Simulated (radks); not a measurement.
# Ionisation of Pb: one atom, several choices of functional

One table from this session's results is given with a row withheld; the runs are named, their logs left out.

Program: radks (a radial shooting solver on a logarithmic mesh, Libxc functionals) version 1. Level of theory: Dirac Kohn-Sham, spin-unpolarised, spherical densities, point nucleus; open shells are shared between the two j in proportion to 2j + 1. These are calculated values, not measurements, unless marked.

## What is computed

```
element       : lead (Z = 82)
charge        : 0
electrons     : 82
configuration : [Hg] 6p2
ion           : Pb⁺, [Hg] 6p1
choices       : BLYP; revPBE; LDA (Slater exchange, Perdew-Zunger correlation); XLYP; exchange-only LDA; PW91; Wu-Cohen GGA
```

Outer shells as boxes (Hund's rule):

Pb
```
[Hg] core
6p [↑ ][↑ ][  ]
```

Pb⁺
```
[Hg] core
6p [↑ ][  ][  ]
```

The first run:

Input:

```text
Z 82
configuration [Hg] 6p2
relativity Dirac
functional b88,lyp
spin unpolarised
j_filling average
nucleus point
c 137.035999084
```

Among the steps run: BLYP: Pb; BLYP: Pb⁺; revPBE: Pb; revPBE: Pb⁺; LDA (Slater exchange, Perdew-Zunger correlation): Pb; LDA (Slater exchange, Perdew-Zunger correlation): Pb⁺; XLYP: Pb; XLYP: Pb⁺; exchange-only LDA: Pb; exchange-only LDA: Pb⁺; PW91: Pb; PW91: Pb⁺; Wu-Cohen GGA: Pb; Wu-Cohen GGA: Pb⁺.

One table of the session follows, with a row left open; its other results are not shown here.

| functional | Δ-SCF (eV) | −ε(HOMO) (eV) | <r> HOMO (bohr) |
| --- | --- | --- | --- |
| BLYP | 6.660 | 3.051 | 3.560 |
| revPBE | 6.610 | 3.047 | 3.550 |
| LDA (Slater exchange, Perdew-Zunger correlation) | ? | ? | ? |
| XLYP | 6.687 | 3.078 | 3.574 |
| exchange-only LDA | 5.952 | 2.432 | 3.639 |
| PW91 | 6.754 | 3.160 | 3.533 |
| Wu-Cohen GGA | 6.715 | 3.114 | 3.493 |

Estimate the missing values for LDA (Slater exchange, Perdew-Zunger correlation).

As computed: Δ-SCF (eV): 6.958; −ε(HOMO) (eV): 3.320; <r> HOMO (bohr): 3.498. In the column «Δ-SCF (eV)» it is the highest.

Spin polarisation and multiplet splitting are left out, so open shells lie too high by an amount that depends on their filling. Sharing an open shell by 2j + 1 raises it above the true ground level by a part of the spin-orbit splitting, which enters the differences from NIST.
